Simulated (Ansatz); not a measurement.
Which YAML input does this script hand to the engine? (the Python package of Ansatz (0.2.0))

The script, `energy_c3h5br.py`:
```python
"""Single point of C3H5Br in a Gaussian basis."""

import json
import warnings

import ansatz
import numpy as np

GEOMETRY = """
C    -0.25780    1.28400   -0.44170
C     0.31340    0.14050   -0.42330
C     0.09600   -0.87750    0.63380
Br   -0.52200   -2.47640   -0.17210
H    -0.11870    2.02470   -1.27810
H    -1.01670    1.64000    0.31150
H     1.04880   -0.09580   -1.21200
H    -0.54010   -0.55190    1.41450
H     1.08560   -1.13390    1.15030
"""

warnings.simplefilter("ignore", ansatz.DeckWarning)

molecule = ansatz.Crystal.molecule()
for line in GEOMETRY.strip().splitlines():
    symbol, *xyz = line.split()
    molecule = molecule.atom(symbol, [float(v) for v in xyz])

calculation = molecule.calculation().basis(gaussian="cc-pVDZ").functional("PBE0").forces()
res = calculation.run(threads=1)
summary = res.report

for key in ("converged", "free_energy_ev", "reference_energy_ev", "n_frozen", "n_occupied", "n_virtual"):
    print(f"{key:22s} {summary[key]}")

state = summary["mean_field"]["state"]
print(f"mean field: {state['energy']['hartree']:.7f} Ha, <S^2> = {abs(state['spin_squared']):.4f}, stability: {state.get('stability', {}).get('kind')}")

symbols = [site.symbol for site in molecule.cartesian_sites]
print("forces (eV/A)")
for symbol, f in zip(symbols, summary["forces_ev_ang"]):
    print(f"  {symbol:2s} {f[0]:9.4f} {f[1]:9.4f} {f[2]:9.4f}")

charges = summary["charge_distribution"]
print("dipole moment", round(4.803205 * float(np.linalg.norm(charges["dipole_moment_e_ang"])), 3), "D")
print("Mulliken:", [(s, round(q, 3)) for s, q in zip(symbols, charges["mulliken_charges_e"])])
with open("c3h5br.json", "w") as handle:
    json.dump({k: summary[k] for k in ("free_energy_ev", "reference_energy_ev", "n_occupied", "n_virtual")}, handle, indent=1)
```

Output of `python energy_c3h5br.py`:
```text
converged              True
free_energy_ev         -73225.34520795985
reference_energy_ev    -73225.34520795985
n_frozen               0
n_occupied             [29, 29]
n_virtual              [65, 65]
mean field: -2690.9818025 Ha, <S^2> = 0.0000, stability: minimum
forces (eV/A)
  C    -2.6959    4.7590   -0.4205
  C     1.9810   -2.8266   -0.0219
  C     2.9597   -0.0016    0.0243
  Br   -0.5146   -1.0323   -0.2196
  H     0.1410   -0.7063    0.7582
  H     0.7006   -0.5520   -0.5039
  H    -0.2537   -0.1976    0.2252
  H    -1.2739    0.3870    0.8548
  H    -1.0441    0.1704   -0.6965
dipole moment 1.688 D
Mulliken: [('C', -0.05), ('C', -0.067), ('C', -0.109), ('Br', -0.085), ('H', 0.056), ('H', 0.046), ('H', 0.035), ('H', 0.07), ('H', 0.105)]
```

`input.yaml`:
```yaml
crystal:
  periodic: [false, false, false]
  atoms:
    - { symbol: C, position_ang: [-0.2578, 1.284, -0.4417] }
    - { symbol: C, position_ang: [0.3134, 0.1405, -0.4233] }
    - { symbol: C, position_ang: [0.096, -0.8775, 0.6338] }
    - { symbol: Br, position_ang: [-0.522, -2.4764, -0.1721] }
    - { symbol: H, position_ang: [-0.1187, 2.0247, -1.2781] }
    - { symbol: H, position_ang: [-1.0167, 1.64, 0.3115] }
    - { symbol: H, position_ang: [1.0488, -0.0958, -1.212] }
    - { symbol: H, position_ang: [-0.5401, -0.5519, 1.4145] }
    - { symbol: H, position_ang: [1.0856, -1.1339, 1.1503] }
basis:
  gaussian:
    orbitals: cc-pVDZ
hamiltonian:
  xc: pbe0
output:
  forces: true
```

Total energies depend on the basis set; only differences at equal settings carry meaning. The geometry is a force-field or estimated start, not a minimum of this method, and the basis set is short of its limit. Finished in 5.2 s on 1 thread of Arm Neoverse V1 (shared host), peak memory 0.26 GiB.

(Lines on the test bed's own set-up are left out of the output.)
